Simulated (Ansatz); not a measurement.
# Ba2CBrO6: the cost of one run

Program: Ansatz 0.2.0. Level of theory: reference: DFT r2SCAN, plane waves, PAW, scalar-relativistic, no spin polarisation. These are calculated values, not measurements.

1 further run of the same task is left out (it didn't finish).

## 1. The structure to begin with

It takes space group Fm-3m (No. 225, cubic). Conventional cell: a = 8.170 Å, b = 8.170 Å, c = 8.170 Å, α = 90.00°, β = 90.00°, γ = 90.00°. Around Br (site symmetry m-3m) lie 6 O at 2.16 Å. O (site symmetry 4mm) is surrounded by 1 C at 1.92 Å and 1 Br at 2.16 Å. C (site symmetry m-3m) is surrounded by 6 O at 1.92 Å. Ba (site symmetry -43m) has 12 O at 2.89 Å as nearest neighbours.

Structure file:

```
CELL_PARAMETERS angstrom
0.00000 4.08488 4.08488
4.08488 0.00000 4.08488
4.08488 4.08488 0.00000
ATOMIC_POSITIONS crystal
Br 0.50000 0.50000 0.50000
O 0.76500 0.23500 0.23500
O 0.23500 0.76500 0.23500
O 0.23500 0.76500 0.76500
O 0.76500 0.23500 0.76500
O 0.23500 0.23500 0.76500
O 0.76500 0.76500 0.23500
C 0.00000 0.00000 0.00000
Ba 0.25000 0.25000 0.25000
Ba 0.75000 0.75000 0.75000
```

## 2. Baseline

File input.yaml:

```yaml
crystal:
  lattice:
    - [0.0, 4.084882, 4.084882]
    - [4.084882, 0.0, 4.084882]
    - [4.084882, 4.084882, 0.0]
  atoms:
    - { symbol: Br, position: [0.5, 0.5, 0.5] }
    - { symbol: O, position: [0.765, 0.235, 0.235] }
    - { symbol: O, position: [0.235, 0.765, 0.235] }
    - { symbol: O, position: [0.235, 0.765, 0.765] }
    - { symbol: O, position: [0.765, 0.235, 0.765] }
    - { symbol: O, position: [0.235, 0.235, 0.765] }
    - { symbol: O, position: [0.765, 0.765, 0.235] }
    - { symbol: C, position: [0.0, 0.0, 0.0] }
    - { symbol: Ba, position: [0.25, 0.25, 0.25] }
    - { symbol: Ba, position: [0.75, 0.75, 0.75] }
  symmetry: { tolerance: 0.0003 }
kpoints:
  mp_grid: { grid: [4, 4, 4], shift: [0, 0, 0] }
magnetization:
  spin_polarized: false
scf:
  occupations: { method: fermi_dirac }
hamiltonian:
  pseudopotentials: { kind: paw }
  xc: r2scan
basis:
  ecutwfc: 500
output:
  forces: true
  stress: true
  eigenvalues: true
```

On the command line:

```
> ansatz run input.yaml --threads 1 --pin off --max-ram 2560MiB --backend cpu --events-out ev --progress --plain --runs-dir out
```

Q: Estimate wall time and peak memory on 1 thread of Arm Neoverse V2, shared host.

About 8.6 s, with a peak of 0.87 GiB.
